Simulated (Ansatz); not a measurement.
GaGe:

```
Ge Ga
1.0
     0.00000    2.89784    2.89784
     2.89784    0.00000    2.89784
     2.89784    2.89784    0.00000
Ge Ga
1 1
Direct
  0.00000 0.00000 0.00000
  0.25000 0.25000 0.25000
```

The cell comes from a database or a generator and needn't be the stable form of this composition.

```yaml
Program: Ansatz 0.2.0
Task: relaxation of cell and atoms
Functional: PBEsol
Dispersion: D4
Potentials_or_basis: Ansatz PAW
Cutoff: "420 eV (not typed: the program's choice for these potentials)"
k_mesh: 8 × 8 × 8
Occupations: fermi-dirac, width 0.05 eV
Spin: no spin polarisation
```

At the start: volume 24.33 Å³/atom.

Task: Where does the relaxation end?

Result: It ends after 5 steps and the volume is 22.67 Å³/atom (-6.8 %); space group F-43m (No. 216, to 0.05 Å).

Step by step:
```csv
step,energy change (eV),largest force (eV/Å),volume (Å³)
1,0.0000,0.0000,48.67
2,-0.0373,0.0000,46.12
3,-0.0398,0.0000,45.25
4,-0.0398,0.0000,45.35
5,-0.0392,0.0000,45.35
```

Final structure:
```cif
data_structure
_symmetry_space_group_name_H-M 'P 1'
_symmetry_Int_Tables_number 1
_cell_length_a 4.0028
_cell_length_b 4.0028
_cell_length_c 4.0028
_cell_angle_alpha 60.000
_cell_angle_beta 60.000
_cell_angle_gamma 60.000
_cell_volume 45.35
loop_
_atom_site_label
_atom_site_type_symbol
_atom_site_fract_x
_atom_site_fract_y
_atom_site_fract_z
_atom_site_occupancy
Ge1 Ge 0.00000 0.00000 0.00000 1
Ga1 Ga 0.25000 0.25000 0.25000 1
```

Caveat: the plane-wave basis is chosen anew once the cell has moved, so the energies of steps on either side of that aren't comparable; pairwise dispersion overbinds metals, which lowers pressure and volume; the PAW data sets come from PBE, with cores solved anew for the run's functional, which leaves a small shift of forces and pressure.
